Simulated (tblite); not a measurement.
# C6H12BrFSi: the cost of one run

The runs use tblite 0.8.0 and PySCF 2.14.0, with density-fitted response routines of our own; the level of theory stands in each step. All values are computed, except where a source is named. Atoms count from 0, in the outputs and in this text.

## Step 1: The molecule as given

21 atoms, charge 0, multiplicity 1; geometry from: force field or distance geometry start.

Bonds of the start (Å): C0–C1 1.53, C1–C2 1.49, C2–Si3 1.87, Si3–C4 1.84, C4–C5 1.53, C5–C6 1.51, C6–F7 1.38, C6–Br8 1.92, C6–C4 1.49, C0–H9 1.12, C0–H10 1.09, C0–H11 1.10, C1–H12 1.14, C1–H13 1.10, C2–H14 1.10, C2–H15 1.10, Si3–H16 1.47, Si3–H17 1.47, C4–H18 1.12, C5–H19 1.09, C5–H20 1.13.

## Step 2: Optimising the geometry with GFN2-xTB

The job: settings as JSON, then the geometry in Å.

```
{"job": {"kind": "relax", "xc": "GFN2-xTB", "basis": "xTB"}, "charge": 0, "multiplicity": 1}
C      3.498700    -0.371500     0.056800
C      2.232600     0.124500     0.763200
C      1.121600     0.059600    -0.223500
Si    -0.504600     0.639200     0.482400
C     -1.864000    -0.060400    -0.542900
C     -3.218100     0.574600    -0.240200
C     -2.958900    -0.890800     0.033400
F     -3.640600    -1.706900    -0.851700
Br    -2.906900    -1.470100     1.865000
H      3.379800     0.000700    -0.990300
H      3.508800    -1.461600     0.032000
H      4.392400     0.078000     0.507000
H      2.030600    -0.553900     1.650500
H      2.424100     1.160600     1.077800
H      0.967800    -0.972300    -0.582100
H      1.413900     0.661400    -1.100300
H     -0.636800     0.372000     1.917000
H     -0.530500     2.103900     0.312400
H     -1.636600    -0.324300    -1.605100
H     -3.770100     0.886000    -1.122200
H     -3.312200     1.168000     0.715000
```

On the command line:

```
$ OMP_NUM_THREADS=1 python probes_run.py task.json out
```

The driver reads the jobs from task.json and runs them one after another.

Q: Estimate the wall time and peak memory of this first job on 1 thread of Intel Xeon at 2.50GHz, shared host.

About 6.5 s, with a peak of 0.18 GiB.
